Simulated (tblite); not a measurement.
# BGeH5O2S: the cost of one run

Computed with tblite 0.8.0 and PySCF 2.14.0; each step states its level. No surroundings beyond the atoms listed, unless a continuum is named. Atoms count from 0, parts from 1.

### 1 The system as given

10 atoms, charge 0, multiplicity 1; geometry: distance geometry start.

### 2 Geometry optimisation with GFN2-xTB

What the job is given:

```
{"job": {"kind": "relax", "xc": "GFN2-xTB", "basis": "xTB"}, "charge": 0, "multiplicity": 1}
O      2.304663    -1.010475     0.562749
B      1.313501     0.029956     0.298921
O      1.767218     1.428880     0.341172
S      0.062820    -0.388418    -1.052434
Ge    -2.025086    -0.163279    -0.374417
H      2.354886    -1.257937     1.523001
H      1.899352     1.693394    -0.602723
H     -2.944572    -1.116370    -1.220843
H     -2.485364     1.304906    -0.590270
H     -2.180839    -0.575232     1.110786
```

Method: GFN2-xTB geometry optimisation, gas phase.

Command:

```sh
> OMP_NUM_THREADS=1 python cluster_run.py task.json out
```

The driver reads the jobs from task.json and runs them one after another.

**Question.** How long does this first job take on 1 thread of Arm Neoverse N1, shared host?

About 3.2 s.
